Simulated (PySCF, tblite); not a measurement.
# C₆H₉NS₂: geometry, infrared bands and NMR shifts

Aim: predict the infrared bands and NMR shifts of C₆H₉NS₂ (`CSc1csc(CN)c1`).

Computed with tblite 0.8.0 and PySCF 2.14.0, with density-fitted response routines of our own, on a single molecule in the gas phase. Atoms count from 0, in the outputs and in this text.

**1. The starting structure**

18 atoms, charge 0, multiplicity 1; geometry from: force field or distance geometry start.

Bonds of the start (Å): C0–S1 1.82, S1–C2 1.75, C2–C3 1.37, C3–S4 1.72, S4–C5 1.71, C5–C6 1.49, C6–N7 1.45, C5–C8 1.39, C8–C2 1.42, C0–H9 1.10, C0–H10 1.09, C0–H11 1.08, C3–H12 1.07, C6–H13 1.10, C6–H14 1.09, N7–H15 1.01, N7–H16 1.02, C8–H17 1.08.

**2. Optimising the geometry with GFN2-xTB**

What the job is given:

```
{"job": {"kind": "relax", "xc": "GFN2-xTB", "basis": "xTB"}, "charge": 0, "multiplicity": 1}
C      3.591500     0.414800     0.500900
S      2.252900     1.565500     0.041900
C      0.949800     0.436300    -0.247500
C      0.986500    -0.628900    -1.113700
S     -0.498000    -1.489600    -1.132600
C     -1.224200    -0.403000    -0.028500
C     -2.641200    -0.585300     0.395700
N     -3.536700     0.129900    -0.495100
C     -0.328500     0.582300     0.364300
H      3.269600    -0.222500     1.338000
H      3.860800    -0.208200    -0.352400
H      4.457100     0.987300     0.814200
H      1.807000    -0.970500    -1.708000
H     -2.774400    -0.208600     1.415200
H     -2.916200    -1.641100     0.423100
H     -3.402600    -0.228700    -1.432400
H     -3.265100     1.108800    -0.528100
H     -0.597200     1.367800     1.059800
```

Started as:

```sh
> OMP_NUM_THREADS=1 python probes_run.py task.json out
```

One launch serves the whole session: the jobs run in the order shown.

**Question.** This job is followed by: GFN2-xTB harmonic vibrations, gas phase; GIAO PBE0/pcSseg-1 NMR shielding, non-relativistic, gas phase. Predict these results of the whole session: strongest single infrared mode (GFN2-xTB); zero-point energy (GFN2-xTB); 13C shifts against TMS (PBE0/pcSseg-1); 1H shifts against TMS (PBE0/pcSseg-1, means over atoms taken as alike); 33S shifts against CS2 (PBE0/pcSseg-1); 15N shifts against NH3 (PBE0/pcSseg-1).

The runs gave:

| quantity | value |
| --- | --- |
| strongest single infrared mode (GFN2-xTB) | 962 cm⁻¹, 276 km/mol |
| zero-point energy (GFN2-xTB) | 86.2 kcal/mol |
| 13C shifts against TMS (PBE0/pcSseg-1) | 163.0, 142.9, 126.4, 115.7, 47.0, 19.4 ppm |
| 1H shifts against TMS (PBE0/pcSseg-1, means over atoms taken as alike) | 6.70, 5.92, 3.91, 2.41, 0.85 ppm |
| 33S shifts against CS2 (PBE0/pcSseg-1) | 221, 13 ppm |
| 15N shifts against NH3 (PBE0/pcSseg-1) | 63.6 ppm |

What this shows: Relaxing lowered the energy by 0.144 eV in 105 steps; the close pair that moved most is C5–C8, from 1.388 to 1.357 Å. No mode is imaginary among the 48: a minimum at this level. The strongest single mode, at 962 cm⁻¹, is spread over several atoms, N7, H15, H16 among them. Unscaled tight-binding wavenumbers are off by several per cent, some by more. Its intensities can rank the bands wrongly. At PBE0/pcSseg-1: Shielding is most anisotropic at S1 (span 434 ppm, paramagnetic term -566 ppm). NICS(1)zz of -22 ppm above the planar ring from C2 marks a diatropic (aromatic) ring current.
